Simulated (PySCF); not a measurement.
# C2H4N2OSi: the cost of one run

The runs use PySCF 2.14.0, with density-fitted response routines of our own; the level of theory stands in each step. All values are computed, except where a source is named. Atoms are numbered from 0 throughout.

### 1 Starting geometry

10 atoms, charge 0, multiplicity 1; geometry from: GFN2-xTB. The atoms were then displaced at random by about 0.01 Å, so the start is not that level's minimum.

Bonds of the start (Å): N0–C1 1.16, C1–C2 1.44, C2–N3 1.21, N3–Si4 1.77, Si4–O5 1.62, C2–H6 1.10, Si4–H7 1.46, Si4–H8 1.43, O5–H9 0.95.

### 2 Relaxing the molecule at PBE0-D3(BJ)/def2-SVP

Job settings and geometry (Å):

```
{"job": {"xc": "PBE0", "basis": "def2-SVP", "d3": "d3bj", "grid": 1, "shake": 0.01, "kind": "geom"}, "charge": 0, "multiplicity": 1}
N      3.549610     1.027180     0.002000
C      2.544060     0.455400    -0.047300
C      1.326370    -0.303480    -0.117880
N      0.269750     0.221590     0.136400
Si    -1.389520    -0.386230     0.211130
O     -2.310360     0.703250    -0.561460
H      1.515780    -1.353080    -0.395590
H     -1.597310    -0.406670     1.659920
H     -1.693270    -1.612400    -0.459370
H     -2.164660     1.633530    -0.448920
```

Launch:

```bash
OMP_NUM_THREADS=1 python probes_run.py task.json out
```

This one command runs all jobs of the session in turn.

Q: Estimate the wall time and peak memory of this first job on 1 thread of Arm Neoverse V2, shared host.

About 45 s, with a peak of 0.42 GiB.
